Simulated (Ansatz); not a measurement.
# H3N, F2H2, FH and more: harmonic vibrations, relaxing the atoms, batch of displaced points and batch of species

The task, for H3N, F2H2, FH and more: 15 runs in a chain (harmonic vibrations, relaxing the atoms, batch of displaced points and batch of species).

Method: CCSD(T) on Hartree-Fock, Gaussian basis aug-cc-pVTZ, and further levels as typed in the inputs, in Ansatz 0.2.0.

### Step 1. The starting structure

Bond lengths: N1–H2 1.015 Å, N1–H3 1.015 Å, N1–H4 1.015 Å. Angles: H2–N1–H3 106.4°, H2–N1–H4 106.4°, H3–N1–H4 106.4°.

As a file:

```xyz
4

N     0.0000    0.0000    0.0041
H     0.9384    0.0000   -0.3824
H    -0.4692    0.8126   -0.3824
H    -0.4692   -0.8126   -0.3824
```

### Step 2. Harmonic vibrations: H3N

It takes the final geometry of an earlier run.

File input.yaml:

```yaml
crystal:
  periodic: [false, false, false]
  atoms:
    - { symbol: "N", position_ang: [0.0, 0.0, 0.00414604] }
    - { symbol: H, position_ang: [0.93836672, 0.0, -0.38241002] }
    - { symbol: H, position_ang: [-0.46918336, 0.81264945, -0.38241001] }
    - { symbol: H, position_ang: [-0.46918336, -0.81264945, -0.38241001] }
basis:
  gaussian: { orbitals: aug-cc-pVTZ }
hamiltonian:
  xc: hf
correlation:
  method: ccsd_t
scf:
  omitted_lower_state_checks: [cluster_reference]
phonons: {}
```

The run is started by

```console
ansatz run input.yaml --threads 4 --pin off --max-ram 14336MiB --backend cpu --events-out ev --progress --plain --runs-dir out
```

Standard output, cut to the lines that bear on the results:

```text
Warning: RAYON_NUM_THREADS=4 ignored (pool sized by the plan → 4); use --threads N
[...]
Functional definition: HF
[...]
775 factors; integrals over basis functions are off by at most 3.2e-4 eV
[...]
mean field -1529.82688372 eV, -56.2201010228 hartree, gradient 1.9e-6 eV, S^2 0.000000; 0 other end points of the search recorded, 0 dependent functions left out
1 core orbitals not correlated: weight in the atoms' cores, before any rotation towards them, 1.000 or more for the frozen orbitals, at most 0.000 for the correlated occupied ones
reference -1529.82688372 eV, -56.2201010228 hartree; 4, 4 occupied and 110, 110 virtual orbitals, 775 factors
second order -6.54217539 eV of doubles, -0.00000000 eV of singles
[...]
mean field -1529.82824463 eV, -56.2201510353 hartree, gradient 1.3e-6 eV, S^2 0.000000; 0 other end points of the search recorded, 0 dependent functions left out
1 core orbitals not correlated: weight in the atoms' cores, before any rotation towards them, 1.000 or more for the frozen orbitals, at most 0.000 for the correlated occupied ones
reference -1529.82824463 eV, -56.2201510353 hartree; 4, 4 occupied and 110, 110 virtual orbitals, 775 factors
second order -6.54091202 eV of doubles, -0.00000000 eV of singles
[...]
cycle   9  -6.85857335 eV  change    1.2e-6 eV  update   7.4e-6
[...]
perturbative correction -0.22746973 eV, -0.0083593583 hartree
[...]
775 factors; integrals over basis functions are off by at most 3.2e-4 eV
[...]
mean field -1529.82741574 eV, -56.2201205741 hartree, gradient 1.3e-6 eV, S^2 0.000000; 0 other end points of the search recorded, 0 dependent functions left out
```

### Step 3. The log goes on: NH3-vib

Output, continued, cut to the lines that bear on the results:

```text
1 core orbitals not correlated: weight in the atoms' cores, before any rotation towards them, 1.000 or more for the frozen orbitals, at most 0.000 for the correlated occupied ones
reference -1529.82741574 eV, -56.2201205741 hartree; 4, 4 occupied and 110, 110 virtual orbitals, 775 factors
second order -6.54171134 eV of doubles, -0.00000000 eV of singles
cycle   1  -6.69974733 eV  change   -1.6e-1 eV  update   4.3e-2
[...]
Atom 1 at     0.938367     0.000000    -0.382410 Å, force    -0.000101     0.000000    -0.000023 eV/Å
Atom 2 at    -0.469183     0.812649    -0.382410 Å, force     0.000051    -0.000088    -0.000022 eV/Å
Atom 3 at    -0.469183    -0.812649    -0.382410 Å, force     0.000051     0.000088    -0.000022 eV/Å
Dipole moment:    -0.000000     0.000000    -0.316494 e Å
Vibrations: 1063.02 1672.48 1672.51 3463.66 3592.36 3592.37 cm⁻¹, zero-point energy 0.933378 eV
Checks for a lower state left out: cluster_reference
```

Run time: 60 s. Hardware: 4 threads of Intel Xeon Platinum 8488C (Sapphire Rapids), shared host; peak memory 0.91 GiB.

Harmonic frequencies from the force constants, with rigid motions projected out (i: imaginary):

| mode | cm⁻¹ |
| --- | --- |
| 1 | 1063 |
| 2 | 1673 |
| 3 | 1673 |
| 4 | 3464 |
| 5 | 3593 |
| 6 | 3593 |

### Step 4. Relaxing the atoms: F2H2

File input.yaml:

```yaml
relax:
  f_tol: 0.001
  max_steps: 200
crystal:
  periodic: [false, false, false]
  atoms:
    - { symbol: F, position_ang: [0.0, 0.0, 0.0] }
    - { symbol: H, position_ang: [0.0, 0.1, 0.92] }
    - { symbol: F, position_ang: [0.0, 0.0, 2.73] }
    - { symbol: H, position_ang: [0.0, 0.87, 3.05] }
basis:
  gaussian: { orbitals: aug-cc-pVTZ }
hamiltonian:
  xc: hf
correlation:
  method: ccsd_t
scf:
  omitted_lower_state_checks: [cluster_reference]
```

The run is started by

```console
ansatz run input.yaml --threads 4 --pin off --max-ram 14336MiB --backend cpu --events-out ev --progress --plain --runs-dir out
```

Standard output, cut to the lines that bear on the results:

```text
Warning: RAYON_NUM_THREADS=4 ignored (pool sized by the plan → 4); use --threads N
[...]
[... 1 set-up line as earlier in the session ...]
[...]
980 factors; integrals over basis functions are off by at most 5.1e-4 eV
[...]
mean field -5445.71028311 eV, -200.1261616695 hartree, gradient 3.0e-6 eV, S^2 0.000000; 0 other end points of the search recorded, 0 dependent functions left out
[...]
Total energy: -5461.51158850 eV, -200.7068489320 hartree
Atom 0 at    -0.000000     0.087148    -0.011369 Å, force     0.000000    -0.000010     0.000137 eV/Å
Atom 1 at     0.000000    -0.038711     0.906586 Å, force     0.000000     0.000004    -0.000020 eV/Å
Atom 2 at    -0.000000     0.032255     2.729880 Å, force    -0.000000     0.000168    -0.000067 eV/Å
Atom 3 at     0.000000     0.889309     3.074902 Å, force    -0.000000    -0.000162    -0.000050 eV/Å
Dipole moment:     0.000000     0.305560     0.613574 e Å
Checks for a lower state left out: cluster_reference
```

Wall time 2.5 min (4 threads of Intel Xeon Platinum 8488C (Sapphire Rapids), shared host); peak memory 1.7 GiB.

Relaxation path:

```csv
step,E - E(step 1) (eV),largest force component (eV/Å)
1,0.0000,0.2834
2,-0.0180,0.5580
3,-0.0228,0.1157
4,-0.0234,0.0157
5,-0.0236,0.0030
6,-0.0236,0.0006
7,-0.0236,0.0002
```

Step 1 is the start.

Before: Bond lengths: F1–H2 0.925 Å, F3–H4 0.927 Å.

After: Bond lengths: F1–H2 0.927 Å, F3–H4 0.924 Å.

### Step 5. Harmonic vibrations

It takes the final geometry of step 4.

File input.yaml:

```yaml
crystal:
  periodic: [false, false, false]
  atoms:
    - { symbol: F, position_ang: [0.0, 0.08714751, -0.01136919] }
    - { symbol: H, position_ang: [0.0, -0.03871144, 0.90658641] }
    - { symbol: F, position_ang: [0.0, 0.03225464, 2.72988048] }
    - { symbol: H, position_ang: [0.0, 0.88930929, 3.07490229] }
basis:
  gaussian: { orbitals: aug-cc-pVTZ }
hamiltonian:
  xc: hf
correlation:
  method: ccsd_t
scf:
  omitted_lower_state_checks: [cluster_reference]
phonons: {}
```

The run is started by

```console
ansatz run input.yaml --threads 4 --pin off --max-ram 14336MiB --backend cpu --events-out ev --progress --plain --runs-dir out
```

Standard output, cut to the lines that bear on the results:

```text
Warning: RAYON_NUM_THREADS=4 ignored (pool sized by the plan → 4); use --threads N
[...]
[... 1 set-up line as earlier in the session ...]
[...]
980 factors; integrals over basis functions are off by at most 5.4e-4 eV
[...]
mean field -5445.74590689 eV, -200.1274708192 hartree, gradient 2.6e-6 eV, S^2 0.000000; 0 other end points of the search recorded, 0 dependent functions left out
[...]
mean field -5445.74832608 eV, -200.1275597227 hartree, gradient 1.3e-6 eV, S^2 0.000000; 0 other end points of the search recorded, 0 dependent functions left out
2 core orbitals not correlated: weight in the atoms' cores, before any rotation towards them, 1.000 or more for the frozen orbitals, at most 0.000 for the correlated occupied ones
reference -5445.74832608 eV, -200.1275597227 hartree; 8, 8 occupied and 128, 128 virtual orbitals, 980 factors
second order -15.28499095 eV of doubles, -0.00000000 eV of singles
[...]
cycle   4  -15.34493750 eV  change    1.0e-2 eV  update   1.3e-3
```

### Step 6. More of the same log: HF2-vib

Output, continued, cut to the lines that bear on the results:

```text
cycle   5  -15.34428329 eV  change    6.5e-4 eV  update   4.5e-4
[...]
perturbative correction -0.41872498 eV, -0.0153878591 hartree
[...]
980 factors; integrals over basis functions are off by at most 5.4e-4 eV
mean field -5445.74904457 eV, -200.1275861265 hartree, gradient 1.4e-6 eV, S^2 0.000000; 0 other end points of the search recorded, 0 dependent functions left out
[...]
Atom 1 at     0.000000    -0.038711     0.906586 Å, force    -0.000000     0.000004    -0.000020 eV/Å
Atom 2 at     0.000000     0.032255     2.729880 Å, force    -0.000000     0.000169    -0.000067 eV/Å
Atom 3 at     0.000000     0.889309     3.074902 Å, force     0.000000    -0.000163    -0.000050 eV/Å
Dipole moment:     0.000000     0.305560     0.613574 e Å
Vibrations: 161.37 219.21 471.29 576.13 4008.63 4087.83 cm⁻¹, zero-point energy 0.590441 eV
Checks for a lower state left out: cluster_reference
```

Run time: 5 min. Hardware: 4 threads of Intel Xeon Platinum 8488C (Sapphire Rapids), shared host; peak memory 1.6 GiB.

Harmonic frequencies from the force constants, with rigid motions projected out (i: imaginary):

| mode | cm⁻¹ |
| --- | --- |
| 1 | 161 |
| 2 | 219 |
| 3 | 471 |
| 4 | 576 |
| 5 | 4009 |
| 6 | 4088 |

### Step 7. Batch of displaced points: FH

It takes final geometries of earlier steps.

File input.yaml:

```yaml
basis:
  gaussian: { orbitals: aug-cc-pVTZ }
hamiltonian:
  xc: hf
correlation:
  method: ccsd_t
scf:
  omitted_lower_state_checks: [cluster_reference]
batch:
  members: [po.yaml, p0_1.yaml, p0_m1.yaml, p0_2.yaml, p0_m2.yaml]
output:
  forces: true
# p0_1.yaml, one of 5 members:
crystal:
  periodic: [false, false, false]
  atoms:
    - { symbol: H, position_ang: [0.0, 0.0, -0.02830242] }
    - { symbol: F, position_ang: [0.0, 0.0, 0.92037132] }
```

The run is started by

```console
ansatz run input.yaml --threads 4 --pin off --max-ram 14336MiB --backend cpu --events-out ev --progress --plain --runs-dir out
```

Standard output, cut to the lines that bear on the results:

```text
Warning: RAYON_NUM_THREADS=4 ignored (pool sized by the plan → 4); use --threads N
[...]
[... 1 set-up line as earlier in the session ...]
[...]
Member 2: Total energy: -2730.62645404 eV, -100.3486713009 hartree
Member 2: Atom 0 at     0.000000     0.000000     0.024353 Å, force    -0.000000    -0.000000    -1.837825 eV/Å
Member 2: Atom 1 at     0.000000     0.000000     0.917578 Å, force     0.000000     0.000000     1.837825 eV/Å
Member 2: Dipole moment:     0.000000     0.000000    -0.365311 e Å
[...]
Member 0: Dipole moment:     0.000000     0.000000    -0.374142 e Å
Member 0: Checks for a lower state left out: cluster_reference
Member 4: Total energy: -2730.54548318 eV, -100.3456956767 hartree
Member 4: Atom 0 at     0.000000     0.000000     0.050681 Å, force    -0.000000     0.000000    -4.076639 eV/Å
Member 4: Atom 1 at     0.000000     0.000000     0.916181 Å, force     0.000000     0.000000     4.076639 eV/Å
Member 4: Dipole moment:     0.000000     0.000000    -0.356477 e Å
Member 4: Checks for a lower state left out: cluster_reference
```

Wall time 4.3 s (4 threads of Intel Xeon Platinum 8488C (Sapphire Rapids), shared host); peak memory 0.64 GiB.

### Step 8. Batch of displaced points: H2

It takes final geometries of earlier steps.

Changes to input.yaml since step 7:

```diff
@@ -16,3 +16,3 @@
   atoms:
-    - { symbol: H, position_ang: [0.0, 0.0, -0.02830242] }
-    - { symbol: F, position_ang: [0.0, 0.0, 0.92037132] }
+    - { symbol: H, position_ang: [0.0, 0.0, -0.01948441] }
+    - { symbol: H, position_ang: [0.0, 0.0, 0.76048441] }
```

The run is started by

```console
ansatz run input.yaml --threads 4 --pin off --max-ram 14336MiB --backend cpu --events-out ev --progress --plain --runs-dir out
```

Standard output, cut to the lines that bear on the results:

```text
Warning: RAYON_NUM_THREADS=4 ignored (pool sized by the plan → 4); use --threads N
[...]
[... 1 set-up line as earlier in the session ...]
[...]
Member 0: Total energy: -31.90904153 eV, -1.1726356476 hartree
Member 0: Atom 0 at     0.000000     0.000000    -0.000990 Å, force     0.000000     0.000000    -0.000010 eV/Å
Member 0: Atom 1 at     0.000000     0.000000     0.741990 Å, force     0.000000    -0.000000     0.000010 eV/Å
Member 0: Dipole moment:     0.000000     0.000000    -0.000000 e Å
[...]
Member 2: Dipole moment:    -0.000000    -0.000000    -0.000000 e Å
Member 2: Checks for a lower state left out: cluster_reference
Member 4: Total energy: -31.79290029 eV, -1.1683675356 hartree
Member 4: Atom 0 at     0.000000     0.000000     0.035999 Å, force    -0.000000     0.000000    -3.413085 eV/Å
Member 4: Atom 1 at     0.000000     0.000000     0.705001 Å, force    -0.000000    -0.000000     3.413085 eV/Å
Member 4: Dipole moment:    -0.000000    -0.000000    -0.000000 e Å
Member 4: Checks for a lower state left out: cluster_reference
```

Wall time 0.65 s (4 threads of Intel Xeon Platinum 8488C (Sapphire Rapids), shared host); peak memory 0.23 GiB.

### Step 9. Batch of displaced points: F2

It takes final geometries of earlier steps.

Changes to input.yaml since step 8:

```diff
@@ -16,3 +16,3 @@
   atoms:
-    - { symbol: H, position_ang: [0.0, 0.0, -0.01948441] }
-    - { symbol: H, position_ang: [0.0, 0.0, 0.76048441] }
+    - { symbol: F, position_ang: [0.0, 0.0, -0.01236958] }
+    - { symbol: F, position_ang: [0.0, 0.0, 1.42436958] }
```

The run is started by

```console
ansatz run input.yaml --threads 4 --pin off --max-ram 14336MiB --backend cpu --events-out ev --progress --plain --runs-dir out
```

Standard output, cut to the lines that bear on the results:

```text
Warning: RAYON_NUM_THREADS=4 ignored (pool sized by the plan → 4); use --threads N
[...]
[... 1 set-up line as earlier in the session ...]
[...]
Member 0: Total energy: -5423.60049350 eV, -199.3136418876 hartree
Member 0: Atom 0 at     0.000000     0.000000    -0.003034 Å, force    -0.000000     0.000000    -0.000001 eV/Å
Member 0: Atom 1 at     0.000000     0.000000     1.415034 Å, force     0.000000    -0.000000     0.000001 eV/Å
Member 0: Dipole moment:     0.000000     0.000000     0.000000 e Å
[...]
Member 3: Dipole moment:     0.000000     0.000000     0.000000 e Å
Member 3: Checks for a lower state left out: cluster_reference
Member 4: Total energy: -5423.57807315 eV, -199.3128179552 hartree
Member 4: Atom 0 at     0.000000     0.000000     0.015636 Å, force    -0.000000     0.000000    -1.256267 eV/Å
Member 4: Atom 1 at     0.000000     0.000000     1.396364 Å, force     0.000000     0.000000     1.256267 eV/Å
Member 4: Dipole moment:     0.000000     0.000000    -0.000000 e Å
Member 4: Checks for a lower state left out: cluster_reference
```

It took 23 s on 4 threads of Intel Xeon Platinum 8488C (Sapphire Rapids), shared host; peak memory 1.5 GiB.

### Step 10. Batch of displaced points: N2

It takes final geometries of earlier steps.

Changes to input.yaml since step 9:

```diff
@@ -16,3 +16,3 @@
   atoms:
-    - { symbol: F, position_ang: [0.0, 0.0, -0.01236958] }
-    - { symbol: F, position_ang: [0.0, 0.0, 1.42436958] }
+    - { symbol: "N", position_ang: [0.0, 0.0, -0.00978546] }
+    - { symbol: "N", position_ang: [0.0, 0.0, 1.10778546] }
```

The run is started by

```console
ansatz run input.yaml --threads 4 --pin off --max-ram 14336MiB --backend cpu --events-out ev --progress --plain --runs-dir out
```

Standard output, cut to the lines that bear on the results:

```text
Warning: RAYON_NUM_THREADS=4 ignored (pool sized by the plan → 4); use --threads N
[...]
[... 1 set-up line as earlier in the session ...]
[...]
Member 2: Total energy: -2976.39092525 eV, -109.3803490326 hartree
Member 2: Atom 0 at     0.000000     0.000000     0.003825 Å, force    -0.000000    -0.000000    -2.017003 eV/Å
Member 2: Atom 1 at     0.000000     0.000000     1.094175 Å, force     0.000000     0.000000     2.017003 eV/Å
Member 2: Dipole moment:     0.000000     0.000000     0.000000 e Å
[...]
Member 3: Dipole moment:     0.000000     0.000000     0.000000 e Å
Member 3: Checks for a lower state left out: cluster_reference
Member 4: Total energy: -2976.34858370 eV, -109.3787930093 hartree
Member 4: Atom 0 at     0.000000     0.000000     0.010630 Å, force     0.000000     0.000000    -4.241062 eV/Å
Member 4: Atom 1 at     0.000000     0.000000     1.087370 Å, force    -0.000000     0.000000     4.241062 eV/Å
Member 4: Dipole moment:    -0.000000     0.000000     0.000000 e Å
Member 4: Checks for a lower state left out: cluster_reference
```

It took 14 s on 4 threads of Intel Xeon Platinum 8488C (Sapphire Rapids), shared host; peak memory 1.5 GiB.

### Step 11. Batch of displaced points: H3N

It takes final geometries of earlier steps.

File input.yaml:

```yaml
basis:
  gaussian: { orbitals: aug-cc-pVTZ }
hamiltonian:
  xc: hf
correlation:
  method: ccsd_t
scf:
  omitted_lower_state_checks: [cluster_reference]
batch:
  members: [po.yaml, p0_1.yaml, p0_m1.yaml, p0_2.yaml, p0_m2.yaml, p1_1.yaml, ...]
output:
  forces: true
# p0_1.yaml, one of 85 members:
crystal:
  periodic: [false, false, false]
  atoms:
    - { symbol: "N", position_ang: [-2.0e-08, 0.0, -0.00152614] }
    - { symbol: H, position_ang: [0.94860692, 0.0, -0.35613967] }
    - { symbol: H, position_ang: [-0.4743033, 0.82151825, -0.35613953] }
    - { symbol: H, position_ang: [-0.4743033, -0.82151825, -0.35613953] }
```

The run is started by

```console
ansatz run input.yaml --threads 4 --pin off --max-ram 14336MiB --backend cpu --events-out ev --progress --plain --runs-dir out
```

Standard output, cut to the lines that bear on the results:

```text
Warning: RAYON_NUM_THREADS=4 ignored (pool sized by the plan → 4); use --threads N
[...]
[... 1 set-up line as earlier in the session ...]
[...]
Member 3: Total energy: -1536.89332406 eV, -56.4797879154 hartree
Member 3: Atom 0 at    -0.000000     0.000000    -0.007198 Å, force    -0.000014    -0.000000     0.486785 eV/Å
Member 3: Atom 1 at     0.958847     0.000000    -0.329869 Å, force    -0.138935    -0.000000    -0.162265 eV/Å
[...]
Member 23: Atom 3 at    -0.475152    -0.800015    -0.396791 Å, force     0.064904    -0.131935     0.147153 eV/Å
Member 23: Dipole moment:    -0.004960    -0.005100    -0.316286 e Å
Member 23: Checks for a lower state left out: cluster_reference
Member 27: Total energy: -1536.83108896 eV, -56.4775008176 hartree
Member 27: Atom 0 at    -0.000000     0.000000     0.001924 Å, force     0.000196    -0.000000     1.563850 eV/Å
Member 27: Atom 1 at     0.906273     0.000000    -0.372121 Å, force     1.593032     0.000000    -0.521229 eV/Å
```

### Step 12. The output, continued: NH3-anh

Output, continued, cut to the lines that bear on the results:

```text
Member 27: Atom 2 at    -0.453135     0.784852    -0.372120 Å, force    -0.796614     1.379783    -0.521311 eV/Å
Member 27: Atom 3 at    -0.453135    -0.784852    -0.372120 Å, force    -0.796614    -1.379783    -0.521311 eV/Å
Member 27: Dipole moment:     0.000000     0.000000    -0.320628 e Å
Member 27: Checks for a lower state left out: cluster_reference
Member 25: Total energy: -1536.89435262 eV, -56.4798257142 hartree
[...]
Member 55: Atom 0 at     0.000000    -0.000561     0.004146 Å, force     0.041646    -1.065395     0.050628 eV/Å
Member 55: Atom 1 at     0.938367     0.032076    -0.382410 Å, force     0.000001    -0.358591     0.005401 eV/Å
Member 55: Atom 2 at    -0.443656     0.800511    -0.384265 Å, force    -0.637825     0.756450    -0.282014 eV/Å
Member 55: Atom 3 at    -0.494710    -0.824788    -0.380555 Å, force     0.596178     0.667536     0.225985 eV/Å
Member 55: Dipole moment:    -0.000301     0.003438    -0.316464 e Å
```

### Step 13. The log goes on: NH3-anh

Output, continued, cut to the lines that bear on the results:

```text
Member 55: Checks for a lower state left out: cluster_reference
Member 57: Total energy: -1536.87197149 eV, -56.4790032231 hartree
Member 57: Atom 0 at    -0.000000    -0.002198     0.003035 Å, force     0.068772     1.634239     0.788181 eV/Å
Member 57: Atom 1 at     0.922320    -0.000695    -0.377266 Å, force     0.753394     0.036152    -0.243811 eV/Å
[...]
Member 84: Atom 1 at     0.959419     0.000695    -0.390796 Å, force    -0.932647    -0.029070     0.369237 eV/Å
Member 84: Atom 2 at    -0.455026     0.787619    -0.370955 Å, force    -0.753156     1.333538    -0.615526 eV/Å
Member 84: Atom 3 at    -0.473859    -0.818848    -0.385480 Å, force     0.216871     0.289163     0.142982 eV/Å
Member 84: Dipole moment:     0.001508    -0.001654    -0.316534 e Å
Member 84: Checks for a lower state left out: cluster_reference
```

It took 5 min on 4 threads of Intel Xeon Platinum 8488C (Sapphire Rapids), shared host; peak memory 2.9 GiB.

### Step 14. Batch of species: FH, Hartree-Fock, Gaussian basis 6-31g*

It takes final geometries of earlier steps.

File input.yaml:

```yaml
basis:
  gaussian: { orbitals: "6-31g*" }
hamiltonian:
  xc: hf
batch:
  members: [HF.yaml, H2.yaml, F2.yaml, N2.yaml, NH3.yaml, H.yaml, F.yaml, N.yaml]
# H2.yaml, one of 8 members:
crystal:
  periodic: [false, false, false]
  atoms:
    - { symbol: H, position_ang: [0.0, 0.0, -0.00098999] }
    - { symbol: H, position_ang: [0.0, 0.0, 0.74198999] }
```

The run is started by

```console
ansatz run input.yaml --threads 4 --pin off --max-ram 14336MiB --backend cpu --events-out ev --progress --plain --runs-dir out
```

Standard output, cut to the lines that bear on the results:

```text
Warning: RAYON_NUM_THREADS=4 ignored (pool sized by the plan → 4); use --threads N
[...]
[... 1 set-up line as earlier in the session ...]
[...]
Member 1: Total energy: -30.65931467 eV, -1.1267090325 hartree
Member 0: Total energy: -2721.21446598 eV, -100.0027871193 hartree
Member 5: Total energy: -13.55760813 eV, -0.4982329092 hartree
Member 6: Total energy: -2703.85821913 eV, -99.3649568123 hartree
Member 2: Total energy: -5406.17123914 eV, -198.6731286041 hartree
Member 4: Total energy: -1528.84363817 eV, -56.1839674154 hartree
Member 3: Total energy: -2964.45529441 eV, -108.9417226897 hartree
Member 7: Total energy: -1479.90326906 eV, -54.3854420235 hartree
```

Wall time 0.43 s (4 threads of Intel Xeon Platinum 8488C (Sapphire Rapids), shared host); peak memory 0.081 GiB.

[end of part 1 of 2]
